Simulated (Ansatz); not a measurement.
# BF2GeH3: basis-set convergence

One table from this session's results is given with a row withheld; the runs are named, their logs left out.

Program: Ansatz 0.2.0, Gaussian basis. Level of theory: one geometry, several basis sets. These are calculated values, not measurements.

The runs, in order: PBE0-D4/def2-SVP; ωB97M-V/def2-SVP; PBE0-D4/def2-QZVPP; ωB97M-V/def2-QZVPP; the functionals' def2-TZVPP values are taken from earlier runs.

## The relaxed structure

An earlier PBE0-D4 in a triple-zeta def2 set relaxation fixed the geometry.

SMILES `F[BH][GeH2][F]`, 7 atoms, charge 0, spin multiplicity 1.

Atoms are counted from 1 here; the program's logs count them from 0.

Bond lengths: F1–B2 1.313 Å, B2–Ge3 2.084 Å, B2–H5 1.201 Å, Ge3–F4 1.748 Å, Ge3–H6 1.540 Å, Ge3–H7 1.540 Å. Angles: F1–B2–Ge3 119.9°, F1–B2–H5 117.5°, Ge3–B2–H5 122.5°, B2–Ge3–F4 109.0°, B2–Ge3–H6 113.3°, B2–Ge3–H7 113.3°, F4–Ge3–H6 105.7°, F4–Ge3–H7 105.7°, H6–Ge3–H7 109.4°.

Coordinates:

```xyz
7
charge 0, multiplicity 1
F    -1.09821   -1.89968   -0.13019
B    -0.06910   -1.22473    0.32666
Ge    0.15468    0.78890   -0.16297
F    -1.16977    1.27326   -1.19653
H     0.71509   -1.81144    1.02256
H     0.09200    1.72367    1.05933
H     1.43661    1.08213   -0.96446
```

The first run:

File in.yaml:

```yaml
crystal:
  periodic: [false, false, false]
  atoms:
    - {symbol: F, position_ang: [-1.098209, -1.899684, -0.130192]}
    - {symbol: B, position_ang: [-0.069100, -1.224727, 0.326660]}
    - {symbol: Ge, position_ang: [0.154675, 0.788903, -0.162969]}
    - {symbol: F, position_ang: [-1.169768, 1.273256, -1.196533]}
    - {symbol: H, position_ang: [0.715092, -1.811443, 1.022560]}
    - {symbol: H, position_ang: [0.092001, 1.723668, 1.059332]}
    - {symbol: H, position_ang: [1.436610, 1.082128, -0.964458]}
basis:
  gaussian: {orbitals: def2-SVP}
hamiltonian: {xc: pbe0, dispersion: d4}
output: {orbitals: {seedname: orbitals}}
```

On the command line:

```bash
$ ansatz run in.yaml --threads 2 --pin off --events-out ev --progress --plain --max-ram 4352MiB
```

Among the steps run: PBE0-D4 in def2-SVP; ωB97M-V in def2-SVP; PBE0-D4 in def2-QZVPP; ωB97M-V in def2-QZVPP.

One table of the session follows, with a row left open; its other results are not shown here.

It belongs to the step «Functionals by basis». 

| functional | basis | HOMO (eV) | LUMO (eV) |
| --- | --- | --- | --- |
| PBE0-D4 | def2-SVP | ? | ? |
| PBE0-D4 | def2-TZVPP | -8.38 | -2.02 |
| PBE0-D4 | def2-QZVPP | -8.40 | -2.05 |
| ωB97M-V | def2-SVP | -10.42 | 0.21 |
| ωB97M-V | def2-TZVPP | -10.55 | 0.00 |
| ωB97M-V | def2-QZVPP | -10.58 | -0.08 |

**Question.** Estimate the row for PBE0-D4, def2-SVP.

The run gave: HOMO (eV): -8.28; LUMO (eV): -1.91. In the column «HOMO (eV)» it is the highest.
